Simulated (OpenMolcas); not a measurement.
# Co²⁺ among point charges: CASSCF and CASPT2 levels and susceptibility

How does a field of 6 point charges split the states of Co²⁺, and what χT follows?

Program: OpenMolcas 26.06. Level of theory: state-averaged CASSCF and CASPT2, spin-orbit coupling by RASSI with atomic mean-field integrals. These are calculated values, not measurements, unless marked.

### 1 Starting point

| Quantity | Value |
| --- | --- |
| Species | Co²⁺ (cobalt, Z = 27, 25 electrons) |
| Basis | ANO-RCC-VDZP [5s4p2d1f], 34 functions |
| Scalar Hamiltonian | DKH2, point nucleus |
| Inactive shells | 1s 2s 2p 3s 3p |
| Active space | 7 electrons in 5 orbitals (3d) |
| Some configurations of this space | 3d⁷ |
| Orbitals | optimised for each spin and parity, averaged over all roots |

Outer shells as boxes (Hund's rule):

3d7
```
3d [↑↓][↑↓][↑ ][↑ ][↑ ]
```

The ion sits among 6 point charges of -0.98 e arranged as a tetragonal octahedron (D4h), 1.72 Å from the ion, with the axial distance 1.789 Å.

Each step is its own input file, run in one work folder so that later steps find the files of earlier ones. Labels, J, g values, rates, χT and fits are worked out afterwards by a script from the matrices that RASSI stores. The input lists half of the charges; inversion (Group=XYZ) makes the rest.

### 2 GATEWAY and SEWARD: basis and integrals

Input file a.inp:

```
&GATEWAY
Coord
1

Co 0.0 0.0 0.0
Basis=ANO-RCC-VDZP
Group=XYZ
NoMove
AngMom=0.0 0.0 0.0
AMFI
XField
3 Angstrom 0
1.720000 0.000000 0.000000 -0.980000
0.000000 1.720000 0.000000 -0.980000
0.000000 0.000000 1.788800 -0.980000
&SEWARD
```

Started as:

```
$ OMP_NUM_THREADS=1 MOLCAS_MEM=1689 MOLCAS_PROJECT=a pymolcas a.inp > a.log
```

### 3 Reference wave functions, quartets of even parity, 10 roots

Input file a.inp:

```
&RASSCF
FileOrb=start.orb
Symmetry=1
Spin=4
nActEl=7 0 0
Inactive=3 6
Ras2=5 0
CIRoot=10 10 1
SDav=10
CIMx=300
Iter=120 100
PrWF=0.3
OrbListing=Nothing
MaxOrb=0
>>> COPY $Project.JobIph JOB001
```

start.orb holds the contracted functions of the basis, ordered by shell, or the orbitals of the step before.

### 4 Reference wave functions, doublets of even parity, 40 roots

Input file a.inp:

```
&RASSCF
FileOrb=start.orb
Symmetry=1
Spin=2
nActEl=7 0 0
Inactive=3 6
Ras2=5 0
CIRoot=40 40 1
SDav=40
CIMx=300
Iter=120 100
PrWF=0.3
OrbListing=Nothing
MaxOrb=0
>>> COPY $Project.JobIph JOB002
```

### 5 RASSI: spin-orbit coupling between the states

Input file a.inp:

```
&RASSI
NrOfJobIphs=2 10 40
1 2 3 4 5 6 7 8 9 10
1 2 3 4 5 6 7 8 9 10 11 12 13 14 15 16 17 18 19 20 21 22 23 24 25 26 27
28 29 30 31 32 33 34 35 36 37 38 39 40
IphNames
JOB001
JOB002
EJob
SpinOrbit
DIPRint=1.0
SOCoupling=1000.0
Subsets=2
Property=9
'ANGMOM' 1 'ANGMOM' 2 'ANGMOM' 3 'MLTPL  1' 1 'MLTPL  1' 2 'MLTPL  1' 3
'AMFI' 1 'AMFI' 2 'AMFI' 3
SOProperty=3
'ANGMOM' 1 'ANGMOM' 2 'ANGMOM' 3
```

### 6 CASPT2: IPEA 0.25, imaginary shift 0.1 (closed shells correlated: 3s 3p)

Input file a.inp:

```
>>> COPY JOB001 $Project.JobIph
&CASPT2
Multistate=10 1 2 3 4 5 6 7 8 9 10
NoMult
Frozen=2 3
IPEA=0.25
Imaginary=0.1
MaxIter=60
WThr=0.0 0.3 0.05
PrWF=0.5
NoMix
>>> COPY JOB002 $Project.JobIph
&CASPT2
Multistate=40 1 2 3 4 5 6 7 8 9 10 11 12 13 14 15 16 17 18 19 20 21 22
23 24 25 26 27 28 29 30 31 32 33 34 35 36 37 38 39 40
NoMult
Frozen=2 3
IPEA=0.25
Imaginary=0.1
MaxIter=60
WThr=0.0 0.3 0.05
PrWF=0.5
NoMix
```

(Steps that only read results are left out.)

What does the calculation give? Wanted: spin-free ground state; first state of the same spin within the active space; lowest level; next level.

As calculated:

| quantity | value |
| --- | --- |
| method | SS-CASPT2, IPEA 0.25, imaginary shift 0.1 (closed shells correlated: 3s 3p) |
| spin-free ground state | 4A2, 1-fold in its orbital part |
| first state of the same spin within the active space | 4E at 564 cm⁻¹ |
| lowest level | 2-fold E1/2, g = 2.33, 5.56, 5.56 |
| next level | 231.2 cm⁻¹ |
| χT at 300 K | 3.70 cm³ K/mol |
| effective moment at 300 K | 5.44 μB |

Cost by method:

| method | time of its own steps | time with the reference |
| --- | --- | --- |
| A. CASSCF | 18 s | 18 s |
| B. SS-CASPT2, IPEA 0.25, imaginary shift 0.1, +3s 3p | 5.6 s | 23 s |

Times are of one thread on a shared host.

The spin-free ground state (4A2) comes to 99 % from free-ion F terms and keeps the highest spin of the shell. χT at 300 K is 3.70, against 1.88 cm³ K/mol for the spin alone, so orbital moment adds to it. An active space of the d shell alone favours high spin; real ions in strong fields can be low spin. The field of point charges can differ much from that of real complexes. With metal d orbitals alone active, the gaps between spin states are rough; where two lie within a few thousand cm-1, their order is open. This is an electrostatic model: the charges have no orbitals.
